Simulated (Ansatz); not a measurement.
# CH₅ClO₂Sn: a ladder of functionals and wavefunction methods

An exercise on one series of results from a longer session: the logs are not shown, and one member is left open.

Computed with Ansatz 0.2.0, Gaussian basis. Level: functionals in def2-TZVPP, the program's frozen cores in correlated methods.

Levels to be run: PBE-D4, r2SCAN-D4, PBE0-D4, B3LYP-D4, ωB97X-V, ωB97M-V, B2PLYP; CCSD(T)/def2-TZVPP; MP2/def2-QZVPP; extrapolation to the limit.

## The relaxed structure

The geometry comes from an earlier relaxation with PBE0-D4 in a triple-zeta def2 set; it is a stationary point, not always the lowest conformer. Sn takes the def2 core potential; no spin-orbit term is included.

SMILES `C[O][SnH]([OH])[Cl]`, 10 atoms, charge 0, spin multiplicity 1.

Atoms are counted from 1 here; the program's logs count them from 0.

Bond lengths: C1–O2 1.411 Å, C1–H6 1.097 Å, C1–H7 1.096 Å, C1–H8 1.093 Å, O2–Sn3 1.945 Å, Sn3–O4 1.938 Å, Sn3–Cl5 2.325 Å, Sn3–H9 1.692 Å, O4–H10 0.961 Å. Angles: O2–C1–H6 112.0°, O2–C1–H7 112.4°, O2–C1–H8 107.7°, H6–C1–H7 108.4°, H6–C1–H8 108.0°, H7–C1–H8 108.2°, C1–O2–Sn3 122.2°, O2–Sn3–O4 104.5°, O2–Sn3–Cl5 105.6°, O2–Sn3–H9 116.4°, O4–Sn3–Cl5 110.2°, O4–Sn3–H9 109.3°, Cl5–Sn3–H9 110.6°, Sn3–O4–H10 112.7°.

Coordinates:

```
C    -0.1436   -1.6691    0.4953
O    -0.6306   -0.5870   -0.2674
Sn    0.4176    1.0229   -0.5721
O    -0.8968    2.3882   -0.9782
Cl    1.4571    1.4857    1.4550
H     0.6539   -2.2136   -0.0256
H     0.2356   -1.3536    1.4739
H    -0.9743   -2.3605    0.6577
H     1.5560    0.9545   -1.8221
H    -1.6748    2.3324   -0.4165
```

The first run:

in.yaml

```yaml
crystal:
  periodic: [false, false, false]
  atoms:
    - {symbol: C, position_ang: [-0.143621, -1.669119, 0.495346]}
    - {symbol: O, position_ang: [-0.630613, -0.586955, -0.267403]}
    - {symbol: Sn, position_ang: [0.417591, 1.022944, -0.572116]}
    - {symbol: O, position_ang: [-0.896752, 2.388218, -0.978230]}
    - {symbol: Cl, position_ang: [1.457055, 1.485714, 1.455006]}
    - {symbol: H, position_ang: [0.653894, -2.213598, -0.025618]}
    - {symbol: H, position_ang: [0.235556, -1.353602, 1.473883]}
    - {symbol: H, position_ang: [-0.974300, -2.360460, 0.657750]}
    - {symbol: H, position_ang: [1.555986, 0.954465, -1.822116]}
    - {symbol: H, position_ang: [-1.674786, 2.332393, -0.416493]}
basis:
  gaussian: {orbitals: def2-TZVPP}
hamiltonian: {xc: pbe, dispersion: d4}
output: {forces: true, orbitals: {seedname: orbitals}}
```

The run is started by

```bash
> ansatz run in.yaml --threads 2 --pin off --events-out ev --progress --plain --max-ram 32768MiB --backend cpu
```

Steps of the session up to this table: PBE-D4 (GGA); r2SCAN-D4 (meta-GGA); PBE0-D4 (hybrid); B3LYP-D4 (hybrid); ωB97X-V (range-separated); ωB97M-V (range-separated); B2PLYP (double hybrid); CCSD(T) in def2-TZVPP; MP2 in def2-QZVPP.

One of the session's tables, all rows but one given; the rest of the session is left out.

| method | atomisation energy (kcal/mol) |
| --- | --- |
| PBE-D4 | 817.9 |
| r2SCAN-D4 | 804.9 |
| PBE0-D4 | 796.8 |
| B3LYP-D4 | 797.4 |
| ωB97X-V | 807.6 |
| ωB97M-V | 804.3 |
| B2PLYP | 791.1 |
| HF/def2-TZVPP | 551.0 |
| MP2/def2-TZVPP | 798.8 |
| CCSD/def2-TZVPP | 768.4 |
| CCSD(T)/def2-TZVPP | 783.6 |
| MP2/CBS | ? |
| CCSD(T)/CBS | 811.9 |

Estimate the missing values for MP2/CBS.

As computed: atomisation energy (kcal/mol): 827.2. In the column «atomisation energy (kcal/mol)» it is the highest.
